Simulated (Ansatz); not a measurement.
# C₂H₆F₃NZr: ionisation energy by level of theory

How much energy removes an electron from C₂H₆F₃NZr at fixed geometry? The cation is run at each level and the neutral's energy taken from earlier runs.

The runs use Ansatz 0.2.0, Gaussian basis; unrestricted cation, the program's frozen cores in correlated methods.

Plan: UKS PBE-D4/def2-TZVPP; UKS r2SCAN-D4/def2-TZVPP; UKS PBE0-D4/def2-TZVPP; UKS B3LYP-D4/def2-TZVPP; UKS wB97X-V/def2-TZVPP; UKS wB97M-V/def2-TZVPP; UKS B2PLYP/def2-TZVPP; UHF-CCSD(T)/def2-TZVPP; UHF-MP2/def2-QZVPP; extrapolation to the limit; then −ε(HOMO) from the neutral's earlier runs with LDA (SPW92), PBE-D4, revPBE-D4, BLYP-D4, r2SCAN-D4, B97M-V, PBE0-D4, B3LYP-D4, r2SCANh-D4, r2SCAN0-D4, HSE06-D4, BHLYP-D4, CAM-B3LYP-D4, LC-ωPBE, ωB97X-V, ωB97M-V.

**1. The geometry**

An earlier PBE0-D4 in a triple-zeta def2 set relaxation fixed the geometry. Zr takes the def2 core potential; no spin-orbit term is included.

SMILES `C[N](C)[Zr]([F])([F])[F]`, 13 atoms, charge 0, spin multiplicity 1.

Atoms are counted from 1 here; the program's logs count them from 0.

Bond lengths: C1–N2 1.445 Å, C1–H8 1.098 Å, C1–H9 1.094 Å, C1–H10 1.098 Å, N2–C3 1.445 Å, N2–Zr4 2.005 Å, C3–H11 1.098 Å, C3–H12 1.098 Å, C3–H13 1.094 Å, Zr4–F5 1.911 Å, Zr4–F6 1.911 Å, Zr4–F7 1.916 Å. Angles: N2–C1–H8 111.4°, N2–C1–H9 111.0°, N2–C1–H10 111.2°, H8–C1–H9 107.8°, H8–C1–H10 107.9°, H9–C1–H10 107.4°, C1–N2–C3 113.4°, C1–N2–Zr4 123.3°, C3–N2–Zr4 123.2°, N2–C3–H11 111.2°, N2–C3–H12 111.4°, N2–C3–H13 111.0°, H11–C3–H12 107.9°, H11–C3–H13 107.4°, H12–C3–H13 107.8°, N2–Zr4–F5 107.7°, N2–Zr4–F6 107.7°, N2–Zr4–F7 108.0° and more.

Geometry (Å):

| atom | x (Å) | y (Å) | z (Å) |
| --- | --- | --- | --- |
| C1 | -0.3684 | -0.1279 | 1.4914 |
| N2 | 0.0830 | -0.0854 | 0.1189 |
| C3 | 1.0060 | -1.1469 | -0.2143 |
| Zr4 | -0.5858 | 1.2493 | -1.2195 |
| F5 | 0.7743 | 1.4777 | -2.5420 |
| F6 | -1.0693 | 2.8342 | -0.2680 |
| F7 | -2.1492 | 0.5198 | -2.0530 |
| H8 | -0.8924 | -1.0672 | 1.7120 |
| H9 | -1.0560 | 0.6962 | 1.7039 |
| H10 | 0.4744 | -0.0404 | 2.1898 |
| H11 | 1.9062 | -1.1021 | 0.4128 |
| H12 | 0.5474 | -2.1348 | -0.0753 |
| H13 | 1.3297 | -1.0724 | -1.2568 |

**2. Cation, UKS PBE-D4/def2-TZVPP**

in.yaml reads:

```yaml
crystal:
  periodic: [false, false, false]
  atoms:
    - {symbol: C, position_ang: [-0.368362, -0.127905, 1.491444]}
    - {symbol: N, position_ang: [0.083029, -0.085414, 0.118908]}
    - {symbol: C, position_ang: [1.005951, -1.146865, -0.214256]}
    - {symbol: Zr, position_ang: [-0.585797, 1.249275, -1.219465]}
    - {symbol: F, position_ang: [0.774332, 1.477652, -2.541996]}
    - {symbol: F, position_ang: [-1.069274, 2.834195, -0.267992]}
    - {symbol: F, position_ang: [-2.149249, 0.519836, -2.053046]}
    - {symbol: H, position_ang: [-0.892428, -1.067249, 1.711966]}
    - {symbol: H, position_ang: [-1.055957, 0.696208, 1.703899]}
    - {symbol: H, position_ang: [0.474413, -0.040424, 2.189838]}
    - {symbol: H, position_ang: [1.906241, -1.102074, 0.412754]}
    - {symbol: H, position_ang: [0.547430, -2.134832, -0.075295]}
    - {symbol: H, position_ang: [1.329679, -1.072403, -1.256758]}
basis:
  gaussian: {orbitals: def2-TZVPP}
total_charge: 1
magnetization: {spin_polarized: true, initial_magnetization: 1}
hamiltonian: {xc: pbe, dispersion: d4}
```

The run is started by

```
$ ansatz run in.yaml --threads 2 --pin off --events-out ev --progress --plain --max-ram 32768MiB --backend cuda --devices 0, --max-vram 18GiB
```

Further steps of the session: Cation, UKS r2SCAN-D4/def2-TZVPP; Cation, UKS PBE0-D4/def2-TZVPP; Cation, UKS B3LYP-D4/def2-TZVPP; Cation, UKS wB97X-V/def2-TZVPP; Cation, UKS wB97M-V/def2-TZVPP; Cation, UKS B2PLYP (frozen core)/def2-TZVPP; Cation, UHF-CCSD(T)/def2-TZVPP; Cation, UHF-MP2/def2-QZVPP.

Q: Predict the results of all the runs planned. Wanted: ionisation energy, CCSD(T)/CBS; nearest functional by difference; nearest −ε(HOMO); −ε(HOMO) of PBE; T1 of the cation.

**Answer**, as computed:

```
                        quantity                value
  ionisation energy, CCSD(T)/CBS              9.26 eV
nearest functional by difference  B3LYP-D4 (-0.22 eV)
                nearest −ε(HOMO)   ωB97M-V (+0.06 eV)
                 −ε(HOMO) of PBE              5.77 eV
                T1 of the cation                0.020
```

In words: By cation minus neutral, the functionals miss by 0.46 eV at most. −ε(HOMO) of PBE misses by 3.5 eV, since self-interaction lifts the level. Among orbital estimates ωB97M-V comes nearest. Hartree-Fock falls 1.35 eV short, as the neutral has more correlation energy than the cation. The cation may have settled in a state other than its lowest; no search over hole states beyond the program's own was made. Correlated methods include outer-core shells of Zr, which these sets cover unevenly.
